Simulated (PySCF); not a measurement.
# CH₃AlF₂: a look at the electrons

For CH₃AlF₂, the scripts below analyse its density (charges, bond critical points, surface potential), see where an electron leaves and enters and measure its response to a uniform field.

Program: PySCF 2.14.0. Level of theory: levels as typed in each script, gas phase, geometry from GFN2-xTB. These are calculated values, not measurements.

### Step 1. The system as given

SMILES `C[Al](F)F`, 7 atoms, charge 0, spin multiplicity 1.

Bond lengths: C1–Al2 1.973 Å, C1–H5 1.089 Å, C1–H6 1.090 Å, C1–H7 1.090 Å, Al2–F3 1.650 Å, Al2–F4 1.650 Å. Angles: Al2–C1–H5 110.6°, Al2–C1–H6 111.2°, Al2–C1–H7 111.2°, H5–C1–H6 108.6°, H5–C1–H7 108.2°, H6–C1–H7 106.7°, C1–Al2–F3 123.3°, C1–Al2–F4 123.3°, F3–Al2–F4 113.4°.

Coordinates:

```xyz
7
CH3AlF2
C     1.9069    0.0055    0.0004
Al   -0.0657    0.0002    0.0003
F    -0.9672   -1.3814   -0.0004
F    -0.9752    1.3768    0.0000
H     2.2883    1.0257   -0.0042
H     2.3026   -0.5105    0.8752
H     2.3030   -0.5102   -0.8742
```

### Step 2. Density, bond paths and surface potential (B3LYP/def2-svpd)

input.py

```python
import numpy as np
from pyscf import gto, scf, dft
from pyscf.scf import atom_ks, atom_hf
from scipy.linalg import block_diag

def solve(mol, dm0=None, hcore=None):
    mf = (dft.UKS if mol.spin else dft.RKS)(mol, xc='b3lyp')
    mf.grids.level = 3
    mf = mf.density_fit(auxbasis='def2-universal-jkfit')
    mf.conv_tol, mf.max_cycle = 1e-8, 80
    if hcore is not None:
        mf.get_hcore = lambda *args: hcore
    mf.kernel(dm0)
    if not mf.converged:
        mf = mf.newton().run(mf.mo_coeff, mf.mo_occ, max_cycle=30)
    assert mf.converged, 'SCF not converged'
    return mf

mol = gto.M(atom='''
C      1.90693     0.00552     0.00042
Al    -0.06567     0.00022     0.00029
F     -0.96720    -1.38141    -0.00038
F     -0.97522     1.37685     0.00003
H      2.28825     1.02572    -0.00420
H      2.30261    -0.51046     0.87524
H      2.30298    -0.51020    -0.87418
''', basis='def2-svpd', charge=0, spin=0, verbose=4)
mf = solve(mol)
mf.analyze()
# spherically averaged free atoms, for the promolecule
atm = atom_ks.get_atm_nrks(mol, xc='b3lyp')
pro = block_diag(*[(atm[a[0]][2] * atm[a[0]][3]) @ atm[a[0]][2].T for a in mol._atom])
np.savez('result.npz', e=mf.e_tot, c=mf.mo_coeff, occ=mf.mo_occ, eps=mf.mo_energy, pro=pro, dip=mf.dip_moment(verbose=0), s2=mf.spin_square()[0])
```

Started as:

```console
> OMP_NUM_THREADS=1 python input.py
```

### Step 4. Removing and adding an electron (B3LYP/def2-svpd)

input.py

```python
import numpy as np
from pyscf import gto, scf, dft
from pyscf.scf import atom_ks, atom_hf
from scipy.linalg import block_diag

def solve(mol, dm0=None, hcore=None):
    mf = (dft.UKS if mol.spin else dft.RKS)(mol, xc='b3lyp')
    mf.grids.level = 3
    mf = mf.density_fit(auxbasis='def2-universal-jkfit')
    mf.conv_tol, mf.max_cycle = 1e-8, 80
    if hcore is not None:
        mf.get_hcore = lambda *args: hcore
    mf.kernel(dm0)
    if not mf.converged:
        mf = mf.newton().run(mf.mo_coeff, mf.mo_occ, max_cycle=30)
    assert mf.converged, 'SCF not converged'
    return mf

mol = gto.M(atom='''
C      1.90693     0.00552     0.00042
Al    -0.06567     0.00022     0.00029
F     -0.96720    -1.38141    -0.00038
F     -0.97522     1.37685     0.00003
H      2.28825     1.02572    -0.00420
H      2.30261    -0.51046     0.87524
H      2.30298    -0.51020    -0.87418
''', basis='def2-svpd', charge=0, spin=0, verbose=4)
mf = solve(mol)
out = dict(e0=mf.e_tot, dm0=mf.make_rdm1(), c=mf.mo_coeff, occ=mf.mo_occ, eps=mf.mo_energy)
for name, dq, spin in [('cation', 1, 1)]:
    ion = mol.copy().set(charge=mol.charge + dq, spin=spin).build()
    mi = solve(ion)
    if spin and dq > 0 and mol.nao < 130:
        c, _, stable, _ = mi.stability(return_status=True)
        if not stable:
            mi = solve(ion, mi.make_rdm1(c, mi.mo_occ))
    print(name, 'vertical energy change / eV', (mi.e_tot - mf.e_tot) * 27.211386)
    out.update({'e_' + name: mi.e_tot, 'dm_' + name: mi.make_rdm1(), 's2_' + name: mi.spin_square()[0], 'eps_' + name: mi.mo_energy, 'occ_' + name: mi.mo_occ})
# spherically averaged free atoms, for the promolecule
atm = atom_ks.get_atm_nrks(mol, xc='b3lyp')
pro = block_diag(*[(atm[a[0]][2] * atm[a[0]][3]) @ atm[a[0]][2].T for a in mol._atom])
np.savez('result.npz', pro=pro, **out)
```

### Step 6. Response to an electric field (B3LYP/def2-svpd)

input.py

```python
import numpy as np
from pyscf import gto, scf, dft
from pyscf.scf import atom_ks, atom_hf
from scipy.linalg import block_diag

def solve(mol, dm0=None, hcore=None):
    mf = (dft.UKS if mol.spin else dft.RKS)(mol, xc='b3lyp')
    mf.grids.level = 3
    mf = mf.density_fit(auxbasis='def2-universal-jkfit')
    mf.conv_tol, mf.max_cycle = 1e-8, 80
    if hcore is not None:
        mf.get_hcore = lambda *args: hcore
    mf.kernel(dm0)
    if not mf.converged:
        mf = mf.newton().run(mf.mo_coeff, mf.mo_occ, max_cycle=30)
    assert mf.converged, 'SCF not converged'
    return mf

mol = gto.M(atom='''
C      1.90693     0.00552     0.00042
Al    -0.06567     0.00022     0.00029
F     -0.96720    -1.38141    -0.00038
F     -0.97522     1.37685     0.00003
H      2.28825     1.02572    -0.00420
H      2.30261    -0.51046     0.87524
H      2.30298    -0.51020    -0.87418
''', basis='def2-svpd', charge=0, spin=0, verbose=4)
field = np.array([0.004, 0.0, 0.0])  # atomic units
mol.set_common_orig(mol.atom_charges() @ mol.atom_coords() / mol.atom_charges().sum())
mf = solve(mol)
out = dict(dm0=mf.make_rdm1(), d0=mf.dip_moment(unit='AU'), e0=mf.e_tot)
for name, sign in (('p', 1), ('m', -1)):
    h = mf.get_hcore() + sign * np.einsum('x,xij->ij', field, mol.intor('int1e_r'))
    mi = solve(mol, mf.make_rdm1(), h)
    out.update({'dm' + name: mi.make_rdm1(), 'd' + name: mi.dip_moment(unit='AU'), 'e' + name: mi.e_tot})
# spherically averaged free atoms, for the promolecule
atm = atom_ks.get_atm_nrks(mol, xc='b3lyp')
pro = block_diag(*[(atm[a[0]][2] * atm[a[0]][3]) @ atm[a[0]][2].T for a in mol._atom])
np.savez('result.npz', pro=pro, **out)
```

(Steps that only read results are left out.)

**Question.** What will these runs give? Wanted: dipole moment; HOMO, LUMO; vertical ionisation energy; polarisability along the field.

As calculated:

| quantity | value |
| --- | --- |
| dipole moment (B3LYP/def2-svpd) | 2.53 D |
| HOMO, LUMO (B3LYP/def2-svpd) | -9.17, -1.16 eV |
| vertical ionisation energy (B3LYP/def2-svpd) | 11.92 eV |
| polarisability along the field (B3LYP/def2-svpd) | 41.8 bohr³ |

In words: At B3LYP/def2-svpd: The highest Hirshfeld charge is on Al2 (+0.71 e), the lowest on F4 (−0.30 e). The ionisation energy from two SCF runs, 11.92 eV, lies 2.7 eV above −ε(HOMO) = 9.17 eV of the same level, B3LYP/def2-svpd, since self-interaction lifts this functional's HOMO. All values hold at the given geometry, in the gas phase.
